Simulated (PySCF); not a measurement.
**A gas-phase reaction: CH4AlFO + BrH → CH4AlBrO + FH**

Wanted: the reaction energy for `[CH3][Al]([OH])[F]` + `Br` → `[CH3][Al]([OH])[Br]` + `F`.

Programs: PySCF 2.14.0. All values are calculated, for the isolated system unless a continuum is named. Atoms count from 0, parts from 1.

## 1. The system as given

Each species was relaxed by itself at PBE0-D3(BJ)/def2-SVPD.

## 2. Reaction energy: wB97M-D3(BJ)/def2-TZVPD

Job settings and geometry (Å):

```
{"job": {"kind": "react", "xc": "wB97M-D3(BJ)", "basis": "def2-TZVPD"}, "charge": 0, "multiplicity": 1}
-1 CH4AlFO charge 0 multiplicity 1
C     -1.198410     0.171150    -0.410580
Al     0.509520     0.029520     0.477640
O      1.865740    -0.606000    -0.343490
F      0.713990     0.515260     2.073950
H     -1.959320     0.647680     0.223360
H     -1.570310    -0.824970    -0.698040
H     -1.108880     0.753090    -1.340910
H      2.747790    -0.683980     0.019570

-1 BrH charge 0 multiplicity 1
Br     0.714940    -0.008140    -0.003950
H     -0.708650     0.011720     0.003560

+1 CH4AlBrO charge 0 multiplicity 1
C     -0.182640     0.917500     0.919080
Al    -0.118830    -0.440040    -0.453970
O      1.370980    -1.151200    -0.901190
Br    -1.983660    -1.135450    -1.546740
H      0.572210     0.729920     1.697490
H      0.035130     1.907280     0.486550
H     -1.172510     0.976550     1.394030
H      1.477700    -1.802980    -1.594470

+1 FH charge 0 multiplicity 1
F      0.458480     0.036600     0.011850
H     -0.458480    -0.036600    -0.011850
```

With the program's defaults for keys left out, this is: wB97M-D3(BJ)/def2-TZVPD reaction energy of separated species, gas phase.

Started as:

```console
$ OMP_NUM_THREADS=1 python cluster_run.py task.json out
```

The driver reads the jobs from task.json and runs them one after another.

**Question.** The jobs that follow are: PBE0-D3(BJ)/def2-TZVPD reaction energy of separated species, gas phase. Predict: reaction energy (wB97M-D3(BJ)/def2-TZVPD); ΔH, ΔG at 298 K (xTB thermal terms). Thermal terms come from harmonic xTB runs on each species.

**Answer**, as computed:

| quantity | value |
| --- | --- |
| reaction energy (wB97M-D3(BJ)/def2-TZVPD) | 5.11 kcal/mol |
| ΔH, ΔG at 298 K (xTB thermal terms) | +6.1, +7.5 kcal/mol |
| range of the reaction energy over the runs of this table | 2.86 to 5.11 kcal/mol |

The reaction is endothermic by 6.1 kcal/mol in the gas phase; dispersion gives -0.47, and xTB itself gave 17.48 for the electronic energy (xTB energies and thermal terms come from the earlier relaxation of each species, not shown). No barrier was sought. xTB and this level differ widely in the electronic energy, so what comes from xTB (the thermal terms above all) is less safe here. The reaction energy runs from 2.86 (PBE0-D3(BJ)/def2-TZVPD) to 5.11 kcal/mol (wB97M-D3(BJ)/def2-TZVPD).
